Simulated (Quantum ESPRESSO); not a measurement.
Input of a Quantum ESPRESSO 7.5 run:

File run.py:

```python
import numpy as np
from ase.calculators.espresso import Espresso, EspressoProfile
from ase.io import read

atoms = read('SiH3F.xyz')

input_data = {
    'control': {'calculation': 'scf', 'prefix': 'pwscf', 'outdir': './tmp', 'tprnfor': True, 'disk_io': 'nowf'},
    'system': {'ecutwfc': 84.0, 'nbnd': 13, 'input_dft': 'pbesol', 'occupations': 'fixed', 'vdw_corr': 'grimme-d3', 'dftd3_version': 3},
    'electrons': {'conv_thr': 1e-09, 'electron_maxstep': 120, 'mixing_beta': 0.5},
}
pseudopotentials = {'F': 'F.upf', 'Si': 'Si.upf', 'H': 'H.upf'}
profile = EspressoProfile(command='pw.x', pseudo_dir='pseudo')
atoms.calc = Espresso(profile=profile, input_data=input_data, pseudopotentials=pseudopotentials, kpts=(1, 1, 1), koffset=(0, 0, 0))

print(f'energy {atoms.get_potential_energy():.8f} eV')
```

The input SiH3F.xyz:

```xyz
5
Lattice="12.0000000000 0.0000000000 0.0000000000 0.0000000000 12.0000000000 0.0000000000 0.0000000000 0.0000000000 12.0000000000" Properties=species:S:1:pos:R:3 pbc="T T T"
F      4.9354500000      6.1960500000      7.1848500000
Si     6.2533500000      6.0139500000      6.2961500400
H      5.8422500400      5.8406499600      4.8831500400
H      6.9786500400      4.8153500400      6.7784499600
H      7.0905500400      7.2266499600      6.4502499600
```

Potentials or basis: PseudoDojo 0.5 SR PBE stringent.

Launch:

```console
$ OMP_NUM_THREADS=1 python run.py
```

(1) What does it give for the gap between the frontier levels?

(2) Predict the largest force.

Answers

(1) 7.02 eV.

(2) 0.322 eV/Å.

Caveat: the potentials were made for another functional, which shifts forces and pressure; this is a molecule in a periodic box, so the gap is that between its Kohn-Sham HOMO and LUMO and the box isn't a crystal.
